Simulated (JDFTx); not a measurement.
# SAlClBrH in JDFTx: single point with OLYP

Aim: the single point of SAlClBrH with OLYP.

Program: JDFTx 1.7.0 (patched build). These are calculated values, not measurements. Logs are shortened: lines on timing, memory, paths and dates and some standing lists are left out, and cuts for length are marked. The log counts tension as positive stress, the text compression.

## Step 1: The structure

The cell holds a molecule in a box, 5 atoms: a = 12.000 Å, b = 13.000 Å, c = 12.000 Å, α = 90.00°, β = 90.00°, γ = 90.00°.

## Step 2: Single point, OLYP

The input, AlHSBrCl.in:

```
lattice \
   22.6767134955     0.0000000000     0.0000000000 \
    0.0000000000    24.5664396201     0.0000000000 \
    0.0000000000     0.0000000000    22.6767134955
coords-type Cartesian
ion S     11.0636850555    15.2491449816    12.1816470309 1
ion Al    11.3000897937    11.2049420267    11.7024125613 1
ion Cl    13.7295216240     9.1772659327    14.0256418589 1
ion Br     8.9963245996     9.1971080004     8.7795730887 1
ion H      9.3478136588    15.4685422035    10.3185661202 1

ion-species pseudo/S.upf
ion-species pseudo/Al.upf
ion-species pseudo/Cl.upf
ion-species pseudo/Br.upf
ion-species pseudo/H.upf
elec-cutoff 36
elec-ex-corr gga-x-optx gga-c-lyp
kpoint-folding 1 1 1
elec-n-bands 18
electronic-minimize nIterations 100 energyDiffThreshold 1e-07
coulomb-interaction Isolated
coulomb-truncation-embed 11.362923 12.322904 11.402607
core-overlap-check none
converge-empty-states yes
forces-output-coords Cartesian

dump-name run.$VAR
dump End Ecomponents EigStats BandEigs Kpoints Forces Dipole ElecDensity Dtot KEdensity
```

Potentials or basis: PseudoDojo-SR-PBE-0.5-standard with smoothed tails.

The run is started by

```bash
$ jdftx -c 1 -i AlHSBrCl.in -o AlHSBrCl.out
```

The log of the run:

```text
*************** JDFTx 1.7.0 (patched build) ***************

Input parsed successfully to the following command list (including defaults):
[... the input with its defaults ...]

---------- Setting up symmetries ----------

Found 16 point-group symmetries of the bravais lattice
Found 1 space-group symmetries with basis
Applied RMS atom displacement 0 bohrs to make symmetries exact.

---------- Initializing the Grid ----------
R =
[      22.6767            0            0  ]
[            0      24.5664            0  ]
[            0            0      22.6767  ]
unit cell volume = 12632.9
G =
[   0.277077          0          0  ]
[          0   0.255763          0  ]
[          0          0   0.277077  ]
Minimum fftbox size, Smin = [  124  136  124  ]
Chosen fftbox size, S = [  126  140  126  ]

---------- Exchange Correlation functional ----------
Initialized LibXC exchange functional 'Handy & Cohen OPTX 01'
Initialized LibXC correlation functional 'Lee, Yang & Parr'

---------- Setting up pseudopotentials ----------
Width of ionic core gaussian charges (only for fluid interactions / plotting) set to 0

Reading pseudopotential file 'pseudo/S.upf':
  'S' pseudopotential, 'PBE' functional
  Generated using ONCVPSP code by D. R. Hamann
  6 valence electrons, 2 orbitals, 6 projectors, 1001 radial grid points, with lMax = 2
    3S    l: 0   occupation:  2.0   eigenvalue: -0.634163
    3P    l: 1   occupation:  4.0   eigenvalue: -0.257567
  Core radius for overlap checks: 1.43 bohrs.

Reading pseudopotential file 'pseudo/Al.upf':
  'Al' pseudopotential, 'PBE' functional
  Generated using ONCVPSP code by D. R. Hamann
  3 valence electrons, 2 orbitals, 6 projectors, 1001 radial grid points, with lMax = 2
    3S    l: 0   occupation:  2.0   eigenvalue: -0.284914
    3P    l: 1   occupation:  1.0   eigenvalue: -0.099668
  Core radius for overlap checks: 1.74 bohrs.

Reading pseudopotential file 'pseudo/Cl.upf':
  'Cl' pseudopotential, 'PBE' functional
  Generated using ONCVPSP code by D. R. Hamann
  7 valence electrons, 2 orbitals, 6 projectors, 1001 radial grid points, with lMax = 2
    3S    l: 0   occupation:  2.0   eigenvalue: -0.760417
    3P    l: 1   occupation:  5.0   eigenvalue: -0.315867
  Core radius for overlap checks: 1.71 bohrs.

Reading pseudopotential file 'pseudo/Br.upf':
  'Br' pseudopotential, 'PBE' functional
  Generated using ONCVPSP code by D. R. Hamann
  7 valence electrons, 2 orbitals, 6 projectors, 1001 radial grid points, with lMax = 2
    4S    l: 0   occupation:  2.0   eigenvalue: -0.739928
    4P    l: 1   occupation:  5.0   eigenvalue: -0.288839
  Core radius for overlap checks: 1.88 bohrs.
[... 49 lines left out ...]
Note: number of bands (18) exceeds available atomic orbitals (17)
S pseudo-atom occupations:   s ( 2 )  p ( 4 )
Al pseudo-atom occupations:   s ( 2 )  p ( 1 )
Cl pseudo-atom occupations:   s ( 2 )  p ( 5 )
Br pseudo-atom occupations:   s ( 2 )  p ( 5 )
H pseudo-atom occupations:   s ( 1 )
	FillingsUpdate:  mu: -0.163105400  nElectrons: 24.000000
LCAOMinimize: Iter:   0  Etot: -41.3292948684969303  |grad|_K:  2.498e-02  alpha:  1.000e+00
	FillingsUpdate:  mu: -0.151901028  nElectrons: 24.000000
LCAOMinimize: Iter:   1  Etot: -41.3915133208641208  |grad|_K:  3.910e-03  alpha:  4.955e-01  linmin: -3.493e-01  cgtest:  6.324e-01
LCAOMinimize: Encountered beta<0, resetting CG.
	FillingsUpdate:  mu: -0.148391259  nElectrons: 24.000000
LCAOMinimize: Iter:   2  Etot: -41.3928433546860362  |grad|_K:  7.543e-04  alpha:  5.401e-01  linmin:  8.125e-02  cgtest: -1.870e-01
	FillingsUpdate:  mu: -0.148057235  nElectrons: 24.000000
LCAOMinimize: Iter:   3  Etot: -41.3928910051543539  |grad|_K:  3.083e-04  alpha:  5.624e-01  linmin:  1.083e-02  cgtest:  1.908e-01
LCAOMinimize: None of the convergence criteria satisfied after 3 iterations.

-------- Electronic minimization -----------
ElecMinimize: Iter:   0  Etot: -41.392891005154340  |grad|_K:  3.141e-04  alpha:  1.000e+00
	SubspaceRotationAdjust: set factor to 1
ElecMinimize: Iter:   1  Etot: -41.599964539228957  |grad|_K:  1.466e-04  alpha:  8.930e-01  linmin:  1.241e-03
	SubspaceRotationAdjust: set factor to 1.46
ElecMinimize: Iter:   2  Etot: -41.636602049101256  |grad|_K:  8.002e-05  alpha:  7.346e-01  linmin: -4.938e-04
	SubspaceRotationAdjust: set factor to 1.96
ElecMinimize: Iter:   3  Etot: -41.651927876578469  |grad|_K:  3.978e-05  alpha:  9.944e-01  linmin: -3.426e-04
	SubspaceRotationAdjust: set factor to 2.29
ElecMinimize: Iter:   4  Etot: -41.654946245153923  |grad|_K:  2.107e-05  alpha:  7.978e-01  linmin: -7.593e-05
	SubspaceRotationAdjust: set factor to 2.61
ElecMinimize: Iter:   5  Etot: -41.655786126668367  |grad|_K:  8.785e-06  alpha:  8.011e-01  linmin:  2.961e-06
	SubspaceRotationAdjust: set factor to 2.86
ElecMinimize: Iter:   6  Etot: -41.655927387164681  |grad|_K:  4.965e-06  alpha:  7.795e-01  linmin: -4.195e-06
	SubspaceRotationAdjust: set factor to 2.96
ElecMinimize: Iter:   7  Etot: -41.655974751002233  |grad|_K:  2.322e-06  alpha:  8.178e-01  linmin: -2.805e-06
	SubspaceRotationAdjust: set factor to 2.52
ElecMinimize: Iter:   8  Etot: -41.655986280191172  |grad|_K:  1.357e-06  alpha:  9.100e-01  linmin: -8.818e-06
	SubspaceRotationAdjust: set factor to 2.52
ElecMinimize: Iter:   9  Etot: -41.655989692788232  |grad|_K:  7.112e-07  alpha:  7.891e-01  linmin: -4.882e-07
	SubspaceRotationAdjust: set factor to 2.75
ElecMinimize: Iter:  10  Etot: -41.655990742861704  |grad|_K:  3.857e-07  alpha:  8.840e-01  linmin: -2.186e-06
	SubspaceRotationAdjust: set factor to 2.57
ElecMinimize: Iter:  11  Etot: -41.655991039248953  |grad|_K:  2.025e-07  alpha:  8.484e-01  linmin: -1.810e-06
	SubspaceRotationAdjust: set factor to 2.69
ElecMinimize: Iter:  12  Etot: -41.655991119815020  |grad|_K:  1.079e-07  alpha:  8.362e-01  linmin: -2.644e-07
	SubspaceRotationAdjust: set factor to 2.59
ElecMinimize: Iter:  13  Etot: -41.655991143666220  |grad|_K:  5.212e-08  alpha:  8.730e-01  linmin: -1.605e-07
ElecMinimize: Converged (|Delta Etot|<1.000000e-07 for 2 iters).
Setting wave functions to eigenvectors of Hamiltonian
Converging empty states (this may take a while): |deigs|: 9.714e-03
WARNING: the partial cores' own exchange and correlation, taken off the total, pulls at atoms by up to 2.2e-04 Eh/a0
   and adds 0.001 GPa to the pressure: cores overlap, or the grid is coarse for them. See exc-core.

# Ionic positions in cartesian coordinates:
ion S  11.063685055499999  15.249144981600001  12.181647030899999 1
ion Al  11.300089793700000  11.204942026700000  11.702412561299997 1
ion Cl  13.729521623999998   9.177265932699999  14.025641858900000 1
ion Br   8.996324599599998   9.197108000400000   8.779573088699998 1
ion H   9.347813658800000  15.468542203499998  10.318566120199998 1

# Forces in Cartesian coordinates:
force S  -0.000549667792239   0.003085431120488  -0.000020901747410 1
force Al  -0.000809251924252  -0.000861114103818  -0.001047971196421 1
force Cl   0.001681474558359  -0.001163785900478   0.001756125428704 1
force Br  -0.000917053920353  -0.001186990844344  -0.001220218717685 1
force H   0.000531993464212   0.000257212543276   0.000637714421372 1

# Energy components:
   Eewald =       38.4408011151976936
       EH =       72.5481888049759789
     Eloc =     -164.4711661870202590
      Enl =        6.2336937538683017
      Exc =      -14.2821862037263738
 Exc_core =        4.5736899363251471
       KE =       15.3009876367132875
-------------------------------------
     Etot =      -41.6559911436662205

IonicMinimize: Iter:   0  Etot: -41.655991143666220  |grad|_K:  1.267e-03
IonicMinimize: None of the convergence criteria satisfied after 0 iterations.

#--- Lowdin population analysis ---
# oxidation-state S -0.271
# oxidation-state Al +0.883
# oxidation-state Cl -0.280
# oxidation-state Br -0.222
# oxidation-state H +0.166

Dumping 'run.eigStats' ...
	eMin: -0.757809 at state 0 ( [ +0.000000 +0.000000 +0.000000 ] spin 0 )
	HOMO: -0.252849 at state 0 ( [ +0.000000 +0.000000 +0.000000 ] spin 0 )
	mu  : -0.100000
	LUMO: -0.074665 at state 0 ( [ +0.000000 +0.000000 +0.000000 ] spin 0 )
	eMax: -0.001635 at state 0 ( [ +0.000000 +0.000000 +0.000000 ] spin 0 )
	HOMO-LUMO gap: +0.178184
	Optical gap  : +0.178184 at state 0 ( [ +0.000000 +0.000000 +0.000000 ] spin 0 )
Done!
[note: without smearing the FillingsUpdate lines are those of the first guess, not of the final state]
```

It took 4.4 min on 1 thread of Arm Neoverse V1, shared host; peak memory 1 GiB.

Results:

```
Free energy                     : -1133.5173 eV
Largest force                   : 0.161 eV/Å
Gap between the frontier levels : 4.85 eV
Loewdin charges                 : S -0.27; Al +0.88; Cl -0.28; Br -0.22; H +0.17 e
```

Forces on the atoms (eV/Å):
```
S   -0.028  0.159 -0.001
Al  -0.042 -0.044 -0.054
Cl   0.086 -0.060  0.090
Br  -0.047 -0.061 -0.063
H    0.027  0.013  0.033
```

Caveat: forces may be off by hundredths of an eV/Å; the atomic charges don't sum to the cell's charge; the cores' own exchange energy is taken off the total, which shifts forces and pressure where cores overlap; the potentials were made for another functional, which shifts forces and pressure.
